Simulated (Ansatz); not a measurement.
**Re2C: properties at the relaxed cell**

One table from this session's results is given with a row withheld; the runs are named, their logs left out.

Computed with Ansatz 0.2.0 (DFT PBEsol, scalar-relativistic, plane waves, PAW, unless a step's input says otherwise).

1 further run of the same task is left out (set aside as unsound or not needed). Runs told in other sessions of the task aren't counted.

## The structure to begin with

Symmetry: P6_3/mmc, No. 194, hexagonal system. Conventional cell: a = 2.835 Å, b = 2.835 Å, c = 9.821 Å, α = 90.00°, β = 90.00°, γ = 120.00°. Re (site symmetry 3m) has 3 C at 2.15 Å in its first shell of neighbours. C (site symmetry -6m2) is surrounded by 6 Re at 2.15 Å.

Coordinates:

```xyz
6
Lattice="2.8348 0.0000 0.0000 -1.4174 2.4550 0.0000 0.0000 0.0000 9.8210" Properties=species:S:1:pos:R:3 pbc="T T T"
Re    0.0000    1.6367    5.9748
Re    1.4174    0.8183    1.0643
Re    1.4174    0.8183    3.8462
Re    0.0000    1.6367    8.7567
C     0.0000    1.6367    2.4552
C     1.4174    0.8183    7.3657
```

It goes back to an entry of the Materials Project.

This cell was relaxed beforehand with the same method: volume 11.39 Å³/atom, gap on the mesh none (metal).

The first run:

input.yaml reads:

```yaml
crystal:
  lattice:
    - [2.8061787689, 0.0, 0.0]
    - [-1.4030893844, 2.4302221015, 0.0]
    - [0.0, 0.0, 9.7217702188]
  atoms:
    - { symbol: Re, position: [0.3333333333, 0.6666666667, 0.6083709078] }
    - { symbol: Re, position: [0.6666666667, 0.3333333333, 0.1083709078] }
    - { symbol: Re, position: [0.6666666667, 0.3333333333, 0.3916290922] }
    - { symbol: Re, position: [0.3333333333, 0.6666666667, 0.8916290922] }
    - { symbol: C, position: [0.3333333333, 0.6666666667, 0.25] }
    - { symbol: C, position: [0.6666666667, 0.3333333333, 0.75] }
basis:
  ecutwfc: 420
kpoints:
  mp_grid: { grid: [12, 12, 4] }
hamiltonian:
  xc: pbesol
scf:
  occupations: { method: gaussian, width: 0.1 }
output:
  forces: true
  stress: true
  eigenvalues: true
relax:
  adjacent_minimum: "off"
  f_tol: 0.01
  max_steps: 30
  cell: { stress_tol: 0.1, fix: [volume] }
```

The run is started by

```console
$ ansatz run input.yaml --threads 2 --pin off --max-ram 5120MiB --backend cpu --events-out ev --progress --plain --runs-dir out
```

Steps of the session up to this table: The cell scaled to 0.97 of its volume; Point at V/V0 = 1.03; The cell scaled to 0.94 of its volume; Volume × 1.06; Volume × 0.91; The cell scaled to 1.10 of its volume; Point at V/V0 = 0.88.

One of the session's tables, all rows but one given; the rest of the session is left out.

It belongs to the step «Equation of state». 

```
volume (Å³/atom)  energy above the lowest point (meV/atom)  pressure (GPa)
          10.025                                     274.8           72.31
          10.366                                     145.5           49.56
          10.708                                      60.9           30.27
          11.050                                         ?               ?
          11.392                                       0.0           -0.02
          11.733                                      13.0          -11.82
          12.075                                      49.1          -21.81
          12.531                                     127.4          -32.77
```

Estimate the missing values for volume (Å³/atom) = 11.050.

Worked estimate for «energy above the lowest point (meV/atom)». A straight line through the neighbours (10.708, 60.9) and (11.392, 0.0) gives 60.9 + (0.0 − 60.9) × (11.050 − 10.708) / (11.392 − 10.708) = 30.4; a parabola fitted to 4 rows on both sides gives 14.2.

The run gave: energy above the lowest point (meV/atom): 14.4; pressure (GPa): 13.88. In «energy above the lowest point (meV/atom)» the line misses by +16.0 and the parabola by -0.2.
